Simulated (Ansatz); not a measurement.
**CHAlClN (SMILES N#[C][AlH][Cl]): single points off equilibrium**

The task here is to estimate one member of a computed series from the others.

Method: single points in def2-TZVPP; program: Ansatz 0.2.0, Gaussian basis.

Cores are frozen in the correlated methods.

## The starting structure

5 atoms, charge 0, spin multiplicity 1.

Atoms are counted from 1 here; the program's logs count them from 0.

Bond lengths: N1–C2 1.026 Å, C2–Al3 2.095 Å, Al3–Cl4 1.953 Å, Al3–H5 1.656 Å. Angles: N1–C2–Al3 167.1°, C2–Al3–Cl4 117.0°, C2–Al3–H5 101.8°, Cl4–Al3–H5 141.2°.

As a file:

```
N     1.3845   -1.2354    1.3814
C     0.9171   -0.6780    0.6576
Al   -0.3628    0.5229   -0.4872
Cl   -2.0228   -0.2941   -1.1112
H     0.4518    1.9644   -0.5051
```

The first run:

File run/in.yaml:

```yaml
crystal:
  periodic: [false, false, false]
  atoms:
    - {symbol: N, position_ang: [1.384500, -1.235400, 1.381400]}
    - {symbol: C, position_ang: [0.917100, -0.678000, 0.657600]}
    - {symbol: Al, position_ang: [-0.362800, 0.522900, -0.487200]}
    - {symbol: Cl, position_ang: [-2.022800, -0.294100, -1.111200]}
    - {symbol: H, position_ang: [0.451800, 1.964400, -0.505100]}
basis:
  gaussian: {orbitals: def2-TZVPP}
correlation: {method: ccsd_t}
output: {forces: true}
```

No record of the launch command was kept for these runs.

Among the steps run: CCSD(T)/def2-TZVPP; PBE0-D4/def2-TZVPP; wB97M-V/def2-TZVPP; r2SCAN-D4/def2-TZVPP; PBE-D4/def2-TZVPP; CAM-B3LYP-D4/def2-TZVPP; BLYP-D4/def2-TZVPP.

One of the session's tables, all rows but one given; the rest of the session is left out.

```
      method  RMS force component (eV/Å)  angle to CCSD(T) forces (°)  dipole (D)
     CCSD(T)                       9.696                    reference        4.55
     PBE0-D4                       9.147                          0.3        4.52
     wB97M-V                       9.112                          0.5        4.59
   r2SCAN-D4                       9.271                          0.3        4.50
      PBE-D4                       9.587                          0.4        4.43
CAM-B3LYP-D4                           ?                            ?           ?
     BLYP-D4                       9.464                          0.5        4.48
```

Estimate the missing values for CAM-B3LYP-D4.

The run gave: RMS force component (eV/Å): 8.864; angle to CCSD(T) forces (°): 0.7; dipole (D): 4.60. In the column «RMS force component (eV/Å)» it is the lowest.
